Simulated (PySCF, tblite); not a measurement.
**ClH₁₃N₂Si₅: geometry, infrared bands and NMR shifts**

What infrared bands and NMR shifts should ClH₁₃N₂Si₅ (`[SiH3]N[SiH2][Si@@H](Cl)N([SiH3])[SiH3]`) show?

The runs use tblite 0.8.0 and PySCF 2.14.0, with density-fitted response routines of our own; the level of theory stands in each step. All values are computed, except where a source is named. Atoms are numbered from 0 throughout.

## (1) The starting structure

21 atoms, charge 0, multiplicity 1; geometry from: force field or distance geometry start.

Bonds of the start (Å): Si0–N1 1.69, N1–Si2 1.71, Si2–Si3 2.48, Si3–Cl4 2.06, Si3–N5 1.70, N5–Si6 1.69, N5–Si7 1.69, Si0–H8 1.48, Si0–H9 1.47, Si0–H10 1.49, N1–H11 1.02, Si2–H12 1.49, Si2–H13 1.48, Si3–H14 1.50, Si6–H15 1.50, Si6–H16 1.47, Si6–H17 1.48, Si7–H18 1.48, Si7–H19 1.49, Si7–H20 1.48.

## (2) Geometry optimisation with GFN2-xTB

What the job is given:

```
{"job": {"kind": "relax", "xc": "GFN2-xTB", "basis": "xTB"}, "charge": 0, "multiplicity": 1}
Si     2.892500     0.154500    -1.413700
N      2.090600    -1.282500    -1.024600
Si     1.535700    -1.270700     0.590700
Si    -0.264100     0.356100     1.088200
Cl     0.774900     2.036500     1.679500
N     -1.351700     0.652800    -0.178800
Si    -2.122400    -0.769600    -0.662200
Si    -2.538000     1.759400     0.296000
H      4.021600     0.355600    -0.481600
H      3.409600    -0.018600    -2.776600
H      1.919600     1.276300    -1.378000
H      2.741800    -2.060200    -1.130100
H      0.943800    -2.612800     0.822400
H      2.672300    -1.110500     1.519200
H     -0.976800    -0.132800     2.309400
H     -2.834400    -1.396500     0.496900
H     -1.130700    -1.734300    -1.169600
H     -3.076500    -0.500700    -1.758300
H     -3.492500     1.978500    -0.819900
H     -3.282500     1.261100     1.482600
H     -1.941700     3.075100     0.601200
```

Launch:

```console
> OMP_NUM_THREADS=1 python probes_run.py task.json out
```

This one command runs all jobs of the session in turn.

**Question.** This job is followed by: GFN2-xTB harmonic vibrations, gas phase; GIAO PBE0/pcSseg-1 NMR shielding, non-relativistic, gas phase. Predict these results of the whole session: strongest single infrared mode (GFN2-xTB); zero-point energy (GFN2-xTB); ¹H shifts against TMS (PBE0/pcSseg-1, means over atoms taken as alike); ²⁹Si shifts against TMS (PBE0/pcSseg-1, means over atoms taken as alike); ¹⁵N shifts against NH3 (PBE0/pcSseg-1); ³⁵Cl shifts against HCl (PBE0/pcSseg-1); surface potential, 1st and 99th percentile.

**Answer**, as computed:

| quantity | value |
| --- | --- |
| strongest single infrared mode (GFN2-xTB) | 2219 cm⁻¹, 718 km/mol |
| zero-point energy (GFN2-xTB) | 75.5 kcal/mol |
| ¹H shifts against TMS (PBE0/pcSseg-1, means over atoms taken as alike) | 6.05, 5.11, 5.07, 4.89, 4.81, -0.61 ppm |
| ²⁹Si shifts against TMS (PBE0/pcSseg-1, means over atoms taken as alike) | -2.1, -47.9, -53.1, -53.6 ppm |
| ¹⁵N shifts against NH3 (PBE0/pcSseg-1) | 3.6, -16.6 ppm |
| ³⁵Cl shifts against HCl (PBE0/pcSseg-1) | 6 ppm |
| surface potential, 1st and 99th percentile | -0.48 V and 1.57 V |

**Reading.** Relaxing lowered the energy by 1.187 eV in 285 steps; the close pair that moved most is Si2–Si3, from 2.477 to 2.301 Å. The lowest mode is slightly imaginary (19i cm⁻¹), a soft motion within the noise of the Hessian, so the minimum is not strictly shown. The strongest single mode, at 2219 cm⁻¹, moves mainly H15 and H10. GFN2-xTB is a fitted tight-binding method: band positions and strengths are rough. Its intensities can rank the bands wrongly. At PBE0/pcSseg-1: The widest tensor belongs to Cl4: span 256 ppm, with a paramagnetic part of -206 ppm. By nearest atom (PBE0/pcSseg-1), the HOMO sits on N1 28 %; N5 20 % and the LUMO on Si2, Si3 about 15 % each; H12, H13, H14 about 7 % each.
